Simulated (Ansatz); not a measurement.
## WF: projected density of states with PBE+U

Crystal: WF.

```
W F
1.0
     1.36589    0.78860    5.06960
    -1.36589    0.78860    5.06960
     0.00000   -1.57719    5.06960
W F
1 1
Cartesian
  0.0000 0.0000 12.3818
  0.0000 0.0000 14.2525
```

The cell was built by a generator and needn't be a form met in nature.

```
Program             : Ansatz 0.2.0
Task                : projected density of states
Functional          : PBE
Potentials or basis : Ansatz PAW
Cutoff              : 420 eV (not typed: the program's choice for these potentials)
k mesh              : 11 × 11 × 11
Occupations         : fermi-dirac, width 0.05 eV
Spin                : no spin polarisation
Hubbard terms       : W d U = 2 eV
Hubbard projectors  : ortho-atomic (the default)
Double counting     : fll (the default)
```

```yaml
Pressure: 1.1 GPa
Largest_force: 0.018 eV/Å
Band_gap_on_the_k_mesh: none (metal or under the smearing width)
Density_of_states_at_the_Fermi_level: 1.58 states/eV per cell
```

Forces in eV/Å, atoms in the order of the input:
```
W    0.000  0.000 -0.018
F    0.000  0.000  0.018
```

Stress tensor (GPa, compression positive):
```
 1.86  0.00  0.00
 0.00  1.86  0.00
 0.00  0.00 -0.56
```

Levels at points of the mesh, in eV from the Fermi level:
```tsv
k point	band 6	band 7	band 8	band 9	band 10	band 11	band 12	band 13	band 14	band 15
(0.00, 0.00, 0.00)	-6.64	-6.50	-4.05	-4.05	-0.32	-0.32	-0.21	3.74	3.74	6.02
```

States per cell in windows of 1 eV (zero at the Fermi level; states under -8 eV left out):
| from (eV) | total | W 5d | F 2p | W 6s | F 2s | W 5p |
| --- | --- | --- | --- | --- | --- | --- |
| -8.0 | 0.12 | 0.00 | 0.08 | 0.03 | 0.00 | 0.00 |
| -7.0 | 3.28 | 0.45 | 2.64 | 0.10 | 0.05 | 0.02 |
| -6.0 | 1.07 | 0.19 | 0.75 | 0.12 | 0.00 | 0.01 |
| -5.0 | 2.53 | 0.71 | 1.64 | 0.16 | 0.00 | 0.01 |
| -4.0 | 0.59 | 0.43 | 0.04 | 0.11 | 0.00 | 0.01 |
| -3.0 | 0.37 | 0.33 | 0.01 | 0.02 | 0.00 | 0.01 |
| -2.0 | 1.80 | 1.46 | 0.14 | 0.16 | 0.00 | 0.01 |
| -1.0 | 1.15 | 0.93 | 0.11 | 0.05 | 0.01 | 0.01 |
| 0.0 | 1.03 | 0.78 | 0.09 | 0.09 | 0.00 | 0.01 |
| 1.0 | 0.88 | 0.72 | 0.05 | 0.06 | 0.00 | 0.00 |
| 2.0 | 1.62 | 1.27 | 0.11 | 0.10 | 0.02 | 0.00 |
| 3.0 | 2.01 | 1.43 | 0.19 | 0.17 | 0.04 | 0.00 |
| 4.0 | 0.54 | 0.41 | 0.04 | 0.04 | 0.01 | 0.00 |
| 5.0 | 0.30 | 0.22 | 0.00 | 0.04 | 0.00 | 0.00 |
| 6.0 | 0.37 | 0.17 | 0.01 | 0.05 | 0.00 | 0.00 |
| 7.0 | 0.37 | 0.09 | 0.01 | 0.06 | 0.00 | 0.00 |

Eigenvalues of the final occupation matrices:
```
  site  spin  trace               eigenvalues
site 1     1   2.35  0.33 0.43 0.43 0.57 0.57
```

Wall time 16 s on 2 threads of Intel(R) Xeon(R) Platinum 8259CL CPU @ 2.50GHz (Skylake/Cascade Lake), with other jobs on the host, peak memory 0.59 GiB.

Caveat: the pressure holds a Pulay correction of +0.4 GPa for the finite cutoff; an odd number of electrons without spin polarisation forces a metal; a magnetic or distorted state may lie lower; U without spin polarisation on a metal has little footing; the density of states is complete only up to the lowest level of the last band computed. Spin-orbit coupling is left out, which matters for the levels of W.
